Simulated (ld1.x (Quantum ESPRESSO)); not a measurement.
# Pseudopotential generation for fluorine: ultrasoft, PBEsol

Task: generate the file, and judge it by its errors in other configurations, its logarithmic derivatives, its ghosts and its cutoff.

The numbers are computed with ld1.x (Quantum ESPRESSO) 7.5 (PBEsol, scalar-relativistic, spin-unpolarised reference atom).

## (1) The design

The settings as typed:

- element: fluorine (F, Z = 9)
- type: ultrasoft
- frozen core: [He]
- valence charge: 7
- reference configuration: 2s2 2p5
- partial waves: 2s (bound): rcut 0.50, rcutus 0.58 bohr; 2s channel at 1.3 Ry: rcut 0.50, rcutus 0.58 bohr; 2p (bound): rcut 0.90, rcutus 1.08 bohr; 2p channel at 0.05 Ry: rcut 0.90, rcutus 1.08 bohr; 3d channel at 0.3 Ry: rc 1.00 bohr
- local potential: the d channel
- core correction: Bessel-smoothed model core inside 0.55 bohr
- augmentation charge: built from norm-conserving waves at rcut, not smoothed further

The outer shells as boxes (Hund's rule for the drawing; the calculation is spin-unpolarised):

```
[He] core
2s [↑↓]
2p [↑↓][↑↓][↑ ]
```

The nodes and maxima of the atom's own shells, from an earlier all-electron run, set the scale for the radii.

All-electron outer shells of the reference configuration (PBEsol, scalar-relativistic, ld1.x):

| shell | level (eV) | outermost node (bohr) | outermost maximum (bohr) |
| --- | --- | --- | --- |
| 1s | -661.16 | – | 0.11 |
| 2s | -29.72 | 0.24 | 0.76 |
| 2p | -11.05 | – | 0.71 |

## (2) Generation

Contents of F.in:

```
 &input
   title='F', zed=9., rel=1, dft='PBESOL', iswitch=3,
   config='[He] 2s2 2p5 3d-2',
   nld=3, rlderiv=1.20, eminld=-4.0, emaxld=5.0, deld=0.02
 /
 &inputp
   pseudotype=3, tm=.true., lloc=2,
   nlcc=.true., new_core_ps=.true., rcore=0.55,
   file_pseudopw='F.UPF', file_wfcaegen='ae.wfc', file_wfcncgen='nc.wfc', file_beta='beta', file_chi='chi', file_wfcusgen='us.wfc'
 /
5
2S  1  0   2.00   0.00  0.50  0.58  0.0
2S  1  0   0.00   1.30  0.50  0.58  0.0
2P  2  1   5.00   0.00  0.90  1.08  0.0
2P  2  1   0.00   0.05  0.90  1.08  0.0
3D  3  2  -2.00   0.30  1.00  1.00  0.0
 &test
   configts(1)='2s2 2p5'
 /
```

The run is started by

```bash
$ ld1.x < F.in > F.out
```

What the program wrote to F.out (without the banner and most projector matrices):

```text
     Program LD1 v.7.5
     --------------------------- All-electron run ----------------------------

     F
     scalar relativistic calculation

     atomic number is  9.00
     dft =PBESOL   lsd =0 sic =0 latt =0  beta=0.20 tr2=1.0E-14
     Exchange-correlation= PBESOL
                           (   1   4  10   8   0   0   0)
     mesh =1105 r(mesh) =  99.76081 a.u. xmin = -7.00 dx = 0.01250
     1 Ry =  13.60569312 eV, c = 137.03599908

     n l     nl                  e(Ry)          e(Ha)          e(eV)
     1 0     1S 1( 2.00)       -48.5945       -24.2973      -661.1624
     2 0     2S 1( 2.00)        -2.1844        -1.0922       -29.7204
     2 1     2P 1( 5.00)        -0.8123        -0.4061       -11.0517

     final scf error:  4.9E-15 reached in  22 iterations

     Etot =    -198.896219 Ry,     -99.448109 Ha,   -2706.120913 eV

     Ekin =     198.653027 Ry,      99.326514 Ha,    2702.812129 eV
     Encl =    -476.966171 Ry,    -238.483086 Ha,   -6489.455357 eV
     Eh   =      99.223089 Ry,      49.611545 Ha,    1349.998902 eV
     Exc  =     -19.806164 Ry,      -9.903082 Ha,    -269.476588 eV

     normalization and overlap integrals

     s(1S/1S) =  1.000000  <r> =   0.1767  <r2> =    0.0421  r(max) =   0.1139
     s(2S/2S) =  1.000000  <r> =   1.0060  <r2> =    1.2343  r(max) =   0.7617
     s(2P/2P) =  1.000000  <r> =   1.1047  <r2> =    1.6352  r(max) =   0.7066

     ------------------------ End of All-electron run ------------------------

     --------------------- Generating US pseudopotential ---------------------

      Generating local pot.: lloc=2, matching radius rcloc =   1.0000

      Computing core charge for nlcc:

       r > 0.55 : true rho core
      Core charge pseudized with two Bessel functions
      Integrated core pseudo-charge :   0.33

      Wfc   2S  rcut= 0.498  Using Troullier-Martins method
      Wfc-us  2S rcutus= 0.579  Estimated cut-off energy=   123.93 Ry

      Wfc   2S  rcut= 0.498  Using Troullier-Martins method
      Wfc-us  2S rcutus= 0.579  Estimated cut-off energy=   128.49 Ry

      Wfc   2P  rcut= 0.907  Using Troullier-Martins method
      Wfc-us  2P rcutus= 1.081  Estimated cut-off energy=    66.24 Ry

      Wfc   2P  rcut= 0.907  Using Troullier-Martins method
      Wfc-us  2P rcutus= 1.081  Estimated cut-off energy=    69.79 Ry

     ------------------- End of pseudopotential generation -------------------

     [... the all-electron block is printed once more ...]


     Computing logarithmic derivative in   1.20207
     Computing logarithmic derivative in   1.20207
     Computing the partial wave expansion
     R is outside the sphere for l=    0 j= 0.00
     R is outside the sphere for l=    0 j= 0.00
     R is outside the sphere for l=    1 j= 0.00
     R is outside the sphere for l=    1 j= 0.00
       no projector for channel:   2

     ---------------------- Testing the pseudopotential ----------------------

     F
     scalar relativistic calculation

     atomic number is  9.00   valence charge is  7.00
     dft =PBESOL   lsd =0 sic =0 latt =0  beta=0.20 tr2=1.0E-14
     mesh =1105 r(mesh) =  99.76081 xmin = -7.00 dx = 0.01250

     n l     nl             e AE (Ry)        e PS (Ry)    De AE-PS (Ry)
     1 0     2S   1( 2.00)       -2.18441       -2.18443        0.00002
     2 1     2P   1( 5.00)       -0.81228       -0.81229        0.00001

     eps = 1.1E-15  iter =  4

     Etot =    -198.896219 Ry,     -99.448109 Ha,   -2706.120913 eV
     Etotps =   -48.708833 Ry,     -24.354417 Ha,    -662.717438 eV

     Ekin =      25.875751 Ry,      12.937875 Ha,     352.057524 eV
     Encl =    -116.271875 Ry,     -58.135937 Ha,   -1581.959445 eV
     Ehrt =      42.302728 Ry,      21.151364 Ha,     575.557940 eV
     Ecxc =      -9.682227 Ry,      -4.841113 Ha,    -131.733404 eV
     (Ecc =      -0.559123 Ry,      -0.279562 Ha,      -7.607260 eV)
     Epseu=       9.066789 Ry,       4.533394 Ha,     123.359948 eV

     ---------------------- End of pseudopotential test ----------------------
```

Wall time 0.91 s (1 thread of Neoverse-V1, shared host). (Generation and the later configuration tests together.)

All-electron and pseudo partial waves u(r) = r·R(r), from the program's wave files:

| r (bohr) | 2p AE | 2p PS | 2s AE | 2s PS |
| --- | --- | --- | --- | --- |
| 0.054 | 0.0491 | 0.0126 | -0.3960 | 0.0448 |
| 0.108 | 0.1563 | 0.0495 | -0.4411 | 0.0967 |
| 0.162 | 0.2835 | 0.1083 | -0.3138 | 0.1613 |
| 0.216 | 0.4102 | 0.1853 | -0.1131 | 0.2418 |
| 0.270 | 0.5258 | 0.2756 | 0.1064 | 0.3384 |
| 0.324 | 0.6258 | 0.3736 | 0.3157 | 0.4479 |
| 0.378 | 0.7090 | 0.4736 | 0.5009 | 0.5642 |
| 0.432 | 0.7755 | 0.5702 | 0.6562 | 0.6797 |
| 0.486 | 0.8263 | 0.6584 | 0.7805 | 0.7860 |
| 0.540 | 0.8629 | 0.7345 | 0.8753 | 0.8756 |
| 0.594 | 0.8870 | 0.7959 | 0.9435 | 0.9435 |
| 0.648 | 0.9005 | 0.8412 | 0.9886 | 0.9886 |
| 0.702 | 0.9051 | 0.8705 | 1.0141 | 1.0141 |
| 0.756 | 0.9023 | 0.8850 | 1.0234 | 1.0234 |
| 0.810 | 0.8936 | 0.8869 | 1.0196 | 1.0196 |
| 0.864 | 0.8801 | 0.8787 | 1.0055 | 1.0055 |
| 0.918 | 0.8629 | 0.8633 | 0.9832 | 0.9832 |
| 0.972 | 0.8428 | 0.8432 | 0.9547 | 0.9547 |
| 1.026 | 0.8206 | 0.8207 | 0.9217 | 0.9217 |
| 1.080 | 0.7968 | 0.7968 | 0.8856 | 0.8856 |
| 1.134 | 0.7720 | 0.7720 | 0.8473 | 0.8473 |
| 1.188 | 0.7464 | 0.7464 | 0.8079 | 0.8079 |
| 1.242 | 0.7205 | 0.7205 | 0.7679 | 0.7679 |
| 1.296 | 0.6945 | 0.6945 | 0.7280 | 0.7280 |
| 1.350 | 0.6685 | 0.6685 | 0.6885 | 0.6885 |
| 1.404 | 0.6429 | 0.6429 | 0.6499 | 0.6499 |

## (3) Configuration tests

Contents of F.test.in:

```
 &input
   title='F', zed=9., rel=1, dft='PBESOL', iswitch=2,
   config='[He] 2s2 2p5 3d-2'
 /
 &test
   file_pseudo='F.UPF', nconf=8,
   configts(1)='2s2 2p5',
   configts(2)='2s2 2p4',
   configts(3)='2s2 2p3',
   configts(4)='2s2 2p2',
   configts(5)='2s1 2p5',
   configts(6)='2s2 2p5.3',
   configts(7)='2s2 2p1',
   configts(8)='2s2 2p4.5'
 /
```

The run is started by

```bash
$ ld1.x < F.test.in > F.test.out
```

F.test.out, the pseudopotential blocks:

```text
     ---------------------- Testing the pseudopotential ----------------------

     F
     scalar relativistic calculation

     atomic number is  9.00   valence charge is  7.00
     dft =PBESOL   lsd =0 sic =0 latt =0  beta=0.20 tr2=1.0E-14
     mesh =1105 r(mesh) =  99.76081 xmin = -7.00 dx = 0.01250

     n l     nl             e AE (Ry)        e PS (Ry)    De AE-PS (Ry)
     1 0     2S   1( 2.00)       -2.18441       -2.18443        0.00002
     2 1     2P   1( 5.00)       -0.81228       -0.81229        0.00001

     eps = 1.1E-15  iter =  4

     Etot =    -198.896219 Ry,     -99.448109 Ha,   -2706.120914 eV
     Etotps =   -48.708833 Ry,     -24.354417 Ha,    -662.717438 eV

     Ekin =      25.875751 Ry,      12.937875 Ha,     352.057524 eV
     Encl =    -116.271875 Ry,     -58.135937 Ha,   -1581.959445 eV
     Ehrt =      42.302728 Ry,      21.151364 Ha,     575.557940 eV
     Ecxc =      -9.682227 Ry,      -4.841113 Ha,    -131.733404 eV
     (Ecc =      -0.559123 Ry,      -0.279562 Ha,      -7.607260 eV)
     Epseu=       9.066789 Ry,       4.533394 Ha,     123.359948 eV

     ---------------------- End of pseudopotential test ----------------------

     ---------------------- Testing the pseudopotential ----------------------

     F
     [...]
     n l     nl             e AE (Ry)        e PS (Ry)    De AE-PS (Ry)
     1 0     2S   1( 2.00)       -3.46782       -3.46806        0.00023
     2 1     2P   1( 4.00)       -2.07413       -2.07350       -0.00063

     eps = 2.5E-16  iter =  9

     Etot =    -197.476466 Ry,     -98.738233 Ha,   -2686.804198 eV
     Etotps =   -47.289213 Ry,     -23.644607 Ha,    -643.402524 eV
     dEtot_ae =       1.419752 Ry
     dEtot_ps =       1.419620 Ry,   Delta E=       0.000132 Ry

     [...]
     ---------------------- End of pseudopotential test ----------------------

     ---------------------- Testing the pseudopotential ----------------------

     F
     [...]
     n l     nl             e AE (Ry)        e PS (Ry)    De AE-PS (Ry)
     1 0     2S   1( 2.00)       -4.97983       -4.97950       -0.00033
     2 1     2P   1( 3.00)       -3.59242       -3.58925       -0.00317

     eps = 1.9E-15  iter =  9

     Etot =    -194.663071 Ry,     -97.331535 Ha,   -2648.526005 eV
     Etotps =   -44.477364 Ry,     -22.238682 Ha,    -605.145360 eV
     dEtot_ae =       4.233148 Ry
     dEtot_ps =       4.231470 Ry,   Delta E=       0.001678 Ry

     [...]
     ---------------------- End of pseudopotential test ----------------------

     ---------------------- Testing the pseudopotential ----------------------

     F
     [...]
     n l     nl             e AE (Ry)        e PS (Ry)    De AE-PS (Ry)
     1 0     2S   1( 2.00)       -6.68351       -6.68056       -0.00295
     2 1     2P   1( 2.00)       -5.33500       -5.32509       -0.00991  !

     eps = 5.2E-15  iter = 12

     Etot =    -190.217225 Ry,     -95.108612 Ha,   -2588.037187 eV
     Etotps =   -40.037421 Ry,     -20.018710 Ha,    -544.736858 eV
     dEtot_ae =       8.678994 Ry
     dEtot_ps =       8.671413 Ry,   Delta E=       0.007581 Ry

     [...]
     ---------------------- End of pseudopotential test ----------------------

     ---------------------- Testing the pseudopotential ----------------------

     F
     [...]
     n l     nl             e AE (Ry)        e PS (Ry)    De AE-PS (Ry)
     1 0     2S   1( 1.00)       -3.48092       -3.47956       -0.00136
     2 1     2P   1( 5.00)       -2.08348       -2.08384        0.00036

     eps = 3.9E-16  iter =  9

     Etot =    -196.080875 Ry,     -98.040438 Ha,   -2667.816217 eV
     Etotps =   -45.894087 Ry,     -22.947043 Ha,    -624.420861 eV
     dEtot_ae =       2.815343 Ry
     dEtot_ps =       2.814747 Ry,   Delta E=       0.000597 Ry

     [...]
     ---------------------- End of pseudopotential test ----------------------

     ---------------------- Testing the pseudopotential ----------------------

     F
     [...]
     n l     nl             e AE (Ry)        e PS (Ry)    De AE-PS (Ry)
     1 0     2S   1( 2.00)       -1.85443       -1.85436       -0.00007
     2 1     2P   1( 5.30)       -0.49277       -0.49281        0.00004

     eps = 3.6E-15  iter = 12

     Etot =    -199.091187 Ry,     -99.545594 Ha,   -2708.773594 eV
     Etotps =   -48.903828 Ry,     -24.451914 Ha,    -665.370477 eV
     dEtot_ae =      -0.194968 Ry
     dEtot_ps =      -0.194995 Ry,   Delta E=       0.000026 Ry

     [...]
     ---------------------- End of pseudopotential test ----------------------

     ---------------------- Testing the pseudopotential ----------------------

     F
     [...]
     n l     nl             e AE (Ry)        e PS (Ry)    De AE-PS (Ry)
     1 0     2S   1( 2.00)       -8.55411       -8.54426       -0.00985  !
     2 1     2P   1( 1.00)       -7.27887       -7.25381       -0.02506  !

     eps = 6.5E-15  iter = 15

     Etot =    -183.926283 Ry,     -91.963141 Ha,   -2502.444558 eV
     Etotps =   -33.762821 Ry,     -16.881411 Ha,    -459.366587 eV
     dEtot_ae =      14.969936 Ry
     dEtot_ps =      14.946012 Ry,   Delta E=       0.023924 Ry

     [...]
     ---------------------- End of pseudopotential test ----------------------

     ---------------------- Testing the pseudopotential ----------------------

     F
     [...]
     n l     nl             e AE (Ry)        e PS (Ry)    De AE-PS (Ry)
     1 0     2S   1( 2.00)       -2.79410       -2.79427        0.00017
     2 1     2P   1( 4.50)       -1.40819       -1.40801       -0.00017

     eps = 7.3E-16  iter =  9

     Etot =    -198.344238 Ry,     -99.172119 Ha,   -2698.610838 eV
     Etotps =   -48.156847 Ry,     -24.078424 Ha,    -655.207287 eV
     dEtot_ae =       0.551980 Ry
     dEtot_ps =       0.551986 Ry,   Delta E=      -0.000006 Ry

     [...]
     ---------------------- End of pseudopotential test ----------------------
```

The tests as a table, with energies relative to 2s2 2p5.

| valence configuration | charge | ΔE all-electron (eV) | error AE − PS (meV) |
| --- | --- | --- | --- |
| 2s2 2p4 | +1 | 19.317 | +1.8 |
| 2s2 2p3 | +2 | 57.595 | +23 |
| 2s2 2p2 | +3 | 118.084 | +103 |
| 2s1 2p5 | +1 | 38.305 | +8.1 |
| 2s2 2p5.3 | -0.3 | -2.653 | +0.4 |
| 2s2 2p1 | +4 | 203.676 | +326 |
| 2s2 2p4.5 | +0.5 | 7.510 | -0.1 |

## (4) Scattering by logarithmic derivatives

Taken from the files of the generation run. The phase is arctan(r·u′/u) with u = r·R, unwrapped, with energies in Ry. A pole is an energy at which the radial function vanishes at the test radius. The pseudo phase is shifted by a multiple of π to meet the all-electron one at the reference energy. Levels narrower than the energy grid can be missing from the poles. The last column is the largest difference on the grid between −1 and +1 Ry.

```tsv
channel	radius (bohr)	reference (Ry)	poles AE	poles PS	window around the reference with phases within 0.05 rad (Ry)	largest difference near zero (rad)
s	1.20	-2.18	1.40	1.40	the whole range	0.000
p	1.20	-0.81	2.06	2.06	the whole range	0.000
d	1.20	0.30	none	none	the whole range	0.000
```

Phases (rad) along the scan:

| E (Ry) | p AE | p PS | d AE | d PS |
| --- | --- | --- | --- | --- |
| -4.00 | 1.029 | 1.029 | 1.260 | 1.260 |
| -3.52 | 0.961 | 0.961 | 1.250 | 1.250 |
| -3.04 | 0.865 | 0.865 | 1.239 | 1.239 |
| -2.56 | 0.722 | 0.722 | 1.227 | 1.227 |
| -2.08 | 0.494 | 0.494 | 1.214 | 1.214 |
| -1.60 | 0.129 | 0.129 | 1.199 | 1.199 |
| -1.12 | -0.360 | -0.360 | 1.183 | 1.183 |
| -0.64 | -0.800 | -0.800 | 1.164 | 1.164 |
| -0.16 | -1.092 | -1.092 | 1.143 | 1.143 |
| 0.32 | -1.273 | -1.273 | 1.119 | 1.119 |
| 0.80 | -1.392 | -1.392 | 1.092 | 1.092 |
| 1.28 | -1.476 | -1.476 | 1.060 | 1.060 |
| 1.76 | -1.538 | -1.539 | 1.022 | 1.022 |
| 2.24 | -1.588 | -1.589 | 0.977 | 0.977 |
| 2.72 | -1.630 | -1.630 | 0.922 | 0.922 |
| 3.20 | -1.666 | -1.667 | 0.854 | 0.854 |
| 3.68 | -1.699 | -1.699 | 0.769 | 0.769 |
| 4.16 | -1.729 | -1.730 | 0.661 | 0.662 |
| 4.64 | -1.759 | -1.761 | 0.524 | 0.525 |

## (5) Cutoff and ghost test in a Bessel basis

A separate test, outside the generator: the pseudo-atom's Hamiltonian at the reference potential is diagonalised in spherical Bessel functions j_l(qr) that vanish at 20 bohr, with q² up to the cutoff.

All-electron valence levels (Ry): 2s -2.1844, 2p -0.8123. The lowest levels of each channel (Ry) by cutoff; the last column sums, over occupied levels, occupation times the distance from the level at 400 Ry. A positive value at high cutoff is not a bound level.

| cutoff (Ry) | s #1 | p #1 | d #1 | f #1 | Σ f·Δε (mRy) |
| --- | --- | --- | --- | --- | --- |
| 8 | -1.9998 | -0.0076 | 0.0803 | 0.1209 | 4393.8 |
| 21 | -2.1375 | -0.3187 | 0.0803 | 0.1209 | 2562.8 |
| 45 | -2.1544 | -0.7871 | 0.0803 | 0.1209 | 186.9 |
| 70 | -2.1720 | -0.8119 | 0.0803 | 0.1209 | 27.5 |
| 100 | -2.1810 | -0.8122 | 0.0803 | 0.1209 | 8.1 |
| 120 | -2.1835 | -0.8123 | 0.0803 | 0.1209 | 2.5 |
| 180 | -2.1842 | -0.8124 | 0.0803 | 0.1209 | 1.0 |
| 230 | -2.1845 | -0.8124 | 0.0803 | 0.1209 | 0.3 |
| 400 | -2.1846 | -0.8124 | 0.0803 | 0.1209 | 0.0 |

The sum stays within 10 mRy from 100 Ry and within 1 mRy from 180 Ry. The sum leaves out empty levels, which can need more. Ghost test: no level below the all-electron spectrum of its channel (s, p, d, f tested).

## (6) Summary of results

```
                                                quantity                  value
               cutoffs for 10 and 1 mRy, occupied levels      100 Ry and 180 Ry
                                            bound ghosts             none found
                            largest test error (AE − PS)  +326 meV, for 2s2 2p1
largest phase difference near zero energy, channels read              0.000 rad
         lowest eigenvalue of the overlap (Bessel basis)              0.080 (s)
```

**Reading.** The worst unpolarised test, 2s2 2p1, is off by 326 meV on 203.7 eV; by total energies transferability rates as fair for so large an energy. That test lies far up in energy; among those under 40 eV, nearer to bonding, the largest error is 8.1 meV. The potential is hard: the looser tolerance needs 100 Ry. The slowest occupied level is 2s: taken alone it needs 140 Ry to come within 1 mRy, against 70 Ry for 2p. No bound ghost shows below the valence levels. Near zero energy the phases of the channels with partial waves agree within 0.001 rad.
